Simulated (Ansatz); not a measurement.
# C2H3ClSi: ladder of methods at one geometry from a Python script

How do the methods compare on C2H3ClSi, in result and in cost? The task is a ladder of methods at one geometry, for C2H3ClSi.

Computed with Ansatz 0.2.0, driven from Python. The levels of theory stand in the script.

## 1. The structure

Bond lengths: C1–C2 1.166 Å, C2–Si3 1.847 Å, Si3–Cl4 1.976 Å, C1–H5 1.117 Å, Si3–H6 1.507 Å, Si3–H7 1.537 Å. Angles: C1–C2–Si3 177.7°, C2–C1–H5 174.8°, C2–Si3–Cl4 111.8°, C2–Si3–H6 111.9°, C2–Si3–H7 111.4°, Cl4–Si3–H6 108.1°, Cl4–Si3–H7 106.1°, H6–Si3–H7 107.3°.

No structure file is read: the coordinates are typed or built in the script.

## 2. The script

c2h3clsi_methods.py reads:

```python
"""One geometry of C2H3ClSi, method by method."""

import argparse

import ansatz

parser = argparse.ArgumentParser(description="One geometry of C2H3ClSi, method by method.")
parser.add_argument("--basis-set", required=True, help="basis")
args = parser.parse_args()

GEOMETRY = """
C    -0.48660    0.46830   -1.87810
C    -0.18010    0.23220   -0.77850
Si    0.34360   -0.19910    0.93890
Cl   -0.95370   -1.40100    1.82010
H    -0.85520    0.75030   -2.89420
H     0.50620    1.02630    1.80130
H     1.68710   -0.94500    0.94500
"""


def main() -> None:
    mol = ansatz.Crystal.molecule()
    for line in GEOMETRY.strip().splitlines():
        symbol, *xyz = line.split()
        mol = mol.atom(symbol, [float(v) for v in xyz])

    setup = (
        mol.calculation()
        .basis(gaussian=args.basis_set)
        .accuracy("medium")
    )

    methods = ["mp2", "ccsd", "ccsd_t"]
    reports = [setup.correlation(m).run().report for m in methods]
    print(f"Hartree-Fock reference {reports[0]['reference_energy_ev'] / 27.211386246:.6f} Ha")
    best = reports[-1]["free_energy_ev"] - reports[-1]["reference_energy_ev"]
    for method, each in zip(methods, reports):
        gained = each["free_energy_ev"] - each["reference_energy_ev"]
        print(f"{method:8s} total {each['free_energy_ev'] / 27.211386246:.6f} Ha  correlation {gained:9.4f} eV  ({100 * gained / best:.1f} % of the last)")


if __name__ == "__main__":
    main()
```

## 3. The calls as engine input

The engine receives this input (first run):

```yaml
crystal:
  periodic: [false, false, false]
  atoms:
    - { symbol: C, position_ang: [-0.4866, 0.4683, -1.8781] }
    - { symbol: C, position_ang: [-0.1801, 0.2322, -0.7785] }
    - { symbol: Si, position_ang: [0.3436, -0.1991, 0.9389] }
    - { symbol: Cl, position_ang: [-0.9537, -1.401, 1.8201] }
    - { symbol: H, position_ang: [-0.8552, 0.7503, -2.8942] }
    - { symbol: H, position_ang: [0.5062, 1.0263, 1.8013] }
    - { symbol: H, position_ang: [1.6871, -0.945, 0.945] }
accuracy: medium
basis:
  gaussian:
    orbitals: def2-SVP
correlation:
  method: mp2
```

## 4. The run

Launch:

```
python c2h3clsi_methods.py --basis-set def2-SVP
```

Log:

```text
Hartree-Fock reference -825.603769 Ha
mp2      total -826.074424 Ha  correlation  -12.8072 eV  (89.2 % of the last)
ccsd     total -826.114514 Ha  correlation  -13.8981 eV  (96.8 % of the last)
ccsd_t   total -826.131464 Ha  correlation  -14.3593 eV  (100.0 % of the last)
```

It took 7.2 s on 1 thread of Intel Xeon Platinum 8259CL at 2.50GHz (Skylake/Cascade Lake), shared host; peak memory 0.27 GiB.

## 5. Inputs of later runs

The engine's inputs for the other runs:

Run 2, against run 1:

```diff
@@ -16 +16 @@
-  method: mp2
+  method: ccsd
```

Run 3, against run 1:

```diff
@@ -16 +16 @@
-  method: mp2
+  method: ccsd_t
```

A comment line of the script is reworded here; the code is as run.

## 6. What each run gave

From the records of these 3 runs:

| run | method | energy (eV) | iterations in all | CPU time (s) |
| --- | --- | --- | --- | --- |
| 1 | mp2 | -22478.6302 | 11 | 0.99 |
| 2 | ccsd | -22479.7211 | 17 | 2.5 |
| 3 | ccsd_t | -22480.1824 | 17 | 3.2 |

Correlation energies (total less mean field):

| method | correlation (eV) | share of the last | miss against the last (eV) | CPU time (s) |
| --- | --- | --- | --- | --- |
| mp2 | -12.807 | 89.2 % | +1.552 | 0.99 |
| ccsd | -13.898 | 96.8 % | +0.461 | 2.5 |
| ccsd_t | -14.359 | 100.0 % | +0.000 | 3.2 |

## 7. Results

```
                    quantity       value
               runs compared           3
correlation energy, last run  -14.359 eV
```

What this shows: mp2 catches 89 % of the correlation energy of ccsd_t. Caveats:
- The geometry is a force-field or estimated start, not a minimum of this method, and the basis set is short of its limit. A lower total doesn't mark the better method: functionals have no common bound, and MP2 and coupled cluster aren't variational.
- Inner cores stay frozen, so this is valence correlation.
